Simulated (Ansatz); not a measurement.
**WO (quintet): the correlation ladder, def2-QZVPP**

The task here is to estimate one member of a computed series from the others.

The runs use Ansatz 0.2.0, Gaussian basis; def2-QZVPP, core rule «outside noble gas», up to 5 orbitals frozen.

To be run: UHF; ROHF; CCSD(T) on UHF.

## The geometry

The geometry is a PBE0/def2-TZVP stationary point (not a proven minimum). No spin-orbit coupling is included. Elements past krypton take def2 core potentials.

2 atoms, charge 0, spin multiplicity 5.

Atoms are counted from 1 here; the program's logs count them from 0.

Bond lengths: W1–O2 1.703 Å.

Set-up of the first run:

Contents of in.yaml:

```yaml
crystal:
  periodic: [false, false, false]
  atoms:
    - {symbol: W, position_ang: [0.000000, 0.000000, 0.000000]}
    - {symbol: O, position_ang: [0.000000, 0.000000, 1.703200]}
basis:
  gaussian: {orbitals: "def2-QZVPP.json"}
magnetization: {spin_polarized: true, initial_magnetization: 4}
hamiltonian: {xc: hf}
output: {orbitals: {seedname: orbitals}}
```

On the command line:

```
$ ansatz run in.yaml --threads 1 --pin off --events-out ev --progress --plain --max-ram 4096MiB --backend cpu
```

Among the steps run: UHF; ROHF; CCSD(T) on UHF.

One table of the session follows, with a row left open; its other results are not shown here.

It belongs to the step «Misses and costs». 

| method | from UCCSD(T) (kJ/mol) |
| --- | --- |
| ROHF | +1100.9 |
| UHF | +1070.8 |
| UMP2 | ? |
| UCCSD | +63.2 |
| UCCSD(T) | 0 |

**Question.** Estimate the row for UMP2.

The run gave: from UCCSD(T) (kJ/mol): +40.3. In the column «from UCCSD(T) (kJ/mol)» it lies between UCCSD(T) (0) and UCCSD (+63.2).
